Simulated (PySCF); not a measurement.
# [TmF4]−: other functionals and bases at one geometry

The task here is to estimate one member of a computed series from the others.

Method: several levels, as the steps say, no spin–orbit coupling; program: PySCF 2.14.0.

1 further run of the same task is left out (for a known fault of the program).

**The starting structure**

5 atoms, charge -1, spin multiplicity 1.

Bond lengths: Tm1–F2 2.037 Å, Tm1–F3 2.037 Å, Tm1–F4 2.037 Å, Tm1–F5 2.037 Å. Angles: F2–Tm1–F3 109.5°, F2–Tm1–F4 109.5°, F2–Tm1–F5 109.5°, F3–Tm1–F4 109.5°, F3–Tm1–F5 109.5°, F4–Tm1–F5 109.5°.

Geometry (Å):

```
atom     x (Å)     y (Å)     z (Å)
 Tm1   0.00000   0.00000   0.00000
  F2   1.17579   1.17579   1.17579
  F3  -1.17579  -1.17579   1.17579
  F4   1.17579  -1.17579  -1.17579
  F5  -1.17579   1.17579  -1.17579
```

Formal oxidation states: Tm +3. Each metal's 12 4f electrons lie in its core potential, so multiplicities, spins and levels count the valence alone. An earlier session relaxed this geometry at PBE0, Tm lcecp-1-SVP with ECP58, F def2-SVP (singlet, point group Td).

At PBE0 on the finer grid: E = -437.919413 Eh, HOMO -4.99 eV, LUMO 4.00 eV, Mulliken charge on Tm1 +1.03 e, largest force component 0.003 eV/Å. 

Levels to run: HF; BLYP; PBE0, TZVP. Hardware: 2 threads of Intel Xeon Platinum 8488C (Sapphire Rapids), shared host.

The first run:

Input file run.py (the lines that set the calculation):

```python
mol = gto.M(atom='''
Tm     0.00000     0.00000     0.00000
F      1.17579     1.17579     1.17579
F     -1.17579    -1.17579     1.17579
F      1.17579    -1.17579    -1.17579
F     -1.17579     1.17579    -1.17579''',
    basis={'Tm': 'lcecp-1-SVP', 'F': 'def2-SVP'},
    ecp={'Tm': 'lcecp-1-SVP'},
    charge=-1, spin=0)
mf = scf.RHF(mol)
mf = mf.density_fit()  # fitting sets: Tm AutoAux, F def2-universal-JKFIT
mf.conv_tol = 1e-08; mf.max_cycle = 55
mf.kernel(dm0)  # dm0: the density of the relaxed state
```

Run with:

```sh
OMP_NUM_THREADS=2 python run.py
```

Among the steps run: HF; BLYP; PBE0, TZVP.

One of the session's tables, all rows but one given; the rest of the session is left out.

| level | HOMO (eV) | gap (eV) | charge on Tm1 (e) | largest force component (eV/Å) |
| --- | --- | --- | --- | --- |
| PBE0 (relaxed here) | -4.99 | 9.00 | 1.03 | 0.00 |
| HF | -10.41 | 16.26 | 1.61 | 0.23 |
| BLYP | ? | ? | ? | ? |
| PBE0, TZVP | -5.37 | 9.21 | 1.56 | 0.12 |

Q: Estimate the row for BLYP from the others.

**Answer.** HOMO (eV): -2.82; gap (eV): 6.16; charge on Tm1 (e): 0.73; largest force component (eV/Å): 0.21. In the column «HOMO (eV)» it is the highest.

In one basis the HOMO–LUMO gap runs from 6.16 eV (BLYP) to 16.26 eV (HF). The largest leftover force, 0.23 eV/Å with HF, stands at a geometry relaxed at another level. With 4f in the core, its levels are missing from HOMO and gap, and its count is fixed, so no charge can pass from the ligands into it. Total energies of different levels can't be compared.
